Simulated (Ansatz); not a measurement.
# FH5N2Si: the cost of one run

All numbers below are computed with Ansatz 0.2.0 (RKS PBE0-D4/def2-SVP).

## (1) The structure to begin with

Bond lengths: Si1–H2 1.660 Å, Si1–N3 2.020 Å, N3–H4 1.060 Å, N3–H5 1.060 Å, Si1–N6 1.819 Å, N6–H7 1.060 Å, N6–H8 1.060 Å, Si1–F9 1.589 Å. Angles: H2–Si1–N3 45.6°, H2–Si1–N6 121.5°, H2–Si1–F9 121.5°, N3–Si1–N6 122.8°, N3–Si1–F9 122.8°, N6–Si1–F9 109.5°, Si1–N3–H4 114.2°, Si1–N3–H5 114.5°, H4–N3–H5 120.0°, Si1–N6–H7 120.0°, Si1–N6–H8 120.0°, H7–N6–H8 120.0°.

Coordinates:

```xyz
9

Si    0.0000    0.0000    0.0000
H     0.8198    0.0000    1.4434
N     1.9526    0.0000    0.5176
H     2.4509   -0.9180    0.3369
H     2.4539    0.9180    0.3453
N    -0.8572    1.4851   -0.6061
H    -1.8773    1.4300   -0.8888
H    -0.3367    2.4058   -0.6766
F    -0.7489   -1.2974   -0.5295
```

## (2) A restrained relaxation towards end A

Springs on the bonds that form and break draw the guess towards this end; the thresholds are loose.

The input, input.yaml:

```yaml
crystal:
  periodic: [false, false, false]
  atoms:
    - { symbol: Si, position_ang: [0.0, 0.0, 0.0] }
    - { symbol: H, position_ang: [0.8198, 0.0, 1.4434] }
    - { symbol: "N", position_ang: [1.9526, 0.0, 0.5176] }
    - { symbol: H, position_ang: [2.4509, -0.918, 0.3369] }
    - { symbol: H, position_ang: [2.4539, 0.918, 0.3453] }
    - { symbol: "N", position_ang: [-0.8572, 1.4851, -0.6061] }
    - { symbol: H, position_ang: [-1.8773, 1.43, -0.8888] }
    - { symbol: H, position_ang: [-0.3367, 2.4058, -0.6766] }
    - { symbol: F, position_ang: [-0.7489, -1.2974, -0.5295] }
basis:
  gaussian: { orbitals: def2-SVP }
hamiltonian:
  xc: pbe0
  dispersion: d4
relax:
  f_tol: 0.15
  max_steps: 25
  restrain:
    - { distance: [1, 2], at: 2.26, k: 30.0 }
    - { distance: [0, 1], at: 1.46, k: 30.0 }
    - { distance: [0, 2], at: 1.82, k: 30.0 }
```

Started as:

```bash
ansatz run input.yaml --threads 2 --pin off --max-ram 3072MiB --backend cpu --events-out ev --progress --plain --runs-dir out
```

**Question.** How long does this run take on 2 threads of Arm Neoverse V2, shared host, and how much memory does it need?

About 19 s, with a peak of 0.16 GiB.
